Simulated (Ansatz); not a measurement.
C₂H₄AlCl, SMILES C=[C]([AlH2])Cl, a ladder of methods at one geometry

Program: Ansatz 0.2.0 through its Python package.

Typed at the interpreter:
```pycon
>>> import ansatz as az
>>> GEOMETRY = """
... C    -1.24850    0.56310   -0.05830
... C    -0.25610   -0.06010   -0.56690
... Al    1.27960   -0.48270    0.54550
... Cl   -0.17420   -0.56040   -2.24880
... H    -2.14930    0.82960   -0.71660
... H    -1.31210    0.94710    0.96490
... H     1.36670   -0.02900    2.09430
... H     2.58610   -1.26480   -0.07000
... """
>>> system = az.Crystal.molecule()
>>> for line in GEOMETRY.strip().splitlines():
...     symbol, *xyz = line.split()
...     system = system.atom(symbol, [float(v) for v in xyz])
...
>>> setup = system.calculation().basis(gaussian="cc-pVDZ")
>>> methods = ["mp2", "ccsd", "ccsd_t"]
>>> reports = [setup.correlation(m).run().report for m in methods]
>>> print(f"Hartree-Fock reference {reports[0]['reference_energy_ev'] / 27.211386246:.6f} Ha")
Hartree-Fock reference -779.441857 Ha
>>> best = reports[-1]["free_energy_ev"] - reports[-1]["reference_energy_ev"]
>>> for method, each in zip(methods, reports):
...     gained = each["free_energy_ev"] - each["reference_energy_ev"]
...     print(f"{method:8s} total {each['free_energy_ev'] / 27.211386246:.6f} Ha  correlation {gained:9.4f} eV  ({100 * gained / best:.1f} % of the last)")
...
mp2      total -779.905391 Ha  correlation  -12.6134 eV  (88.1 % of the last)
ccsd     total -779.951643 Ha  correlation  -13.8720 eV  (96.9 % of the last)
ccsd_t   total -779.967879 Ha  correlation  -14.3138 eV  (100.0 % of the last)
```

Total energies depend on the basis set; only differences at equal settings carry meaning. The geometry is a force-field or estimated start, not a minimum of this method, and the basis set is short of its limit. A lower total doesn't mark the better method: functionals have no common bound, and MP2 and coupled cluster aren't variational. Inner cores stay frozen, so this is valence correlation. For Al to Cl the sets with a tight d function, cc-pV(X+d)Z, are usual. Timing: 8.6 s on 1 thread of Arm Neoverse V1, with other jobs on the host, peak memory 0.3 GiB.
